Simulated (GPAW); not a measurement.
The system is Zr3AlN4.

```
CELL_PARAMETERS angstrom
3.21491 0.00000 0.00000
0.00000 3.21491 0.00000
0.00000 0.00000 8.97645
ATOMIC_POSITIONS crystal
Zr 0.50000 0.50000 0.24865
Zr 0.00000 0.00000 0.50000
Zr 0.50000 0.50000 0.75135
Al 0.00000 0.00000 0.00000
N 0.50000 0.50000 0.50000
N 0.00000 0.00000 0.77487
N 0.50000 0.50000 0.00000
N 0.00000 0.00000 0.22513
```

The cell comes from a database or a generator and needn't be the stable form of this composition.

Base run:

```yaml
Program: GPAW 26.7.0
Functional: PBEsol
Potentials_or_basis: PAW data sets generated in the run's folder for this functional
Cutoff: 800 eV
Basis: pw
k_mesh: 6 × 6 × 2
Occupations: fermi-dirac, width 0.05 eV
Spin: no spin polarisation
```

Its results: pressure -10.9 GPa; largest force 0.234 eV/Å.

Question: The run is repeated on the same cell with these changes: functional from PBEsol to LDA; potentials or basis from PAW data sets generated in the run's folder for this functional to the program's PAW data sets (release 1.2.1) made for this functional. What comes out?

Answer: Pressure -16.2 GPa; largest force 0.217 eV/Å.
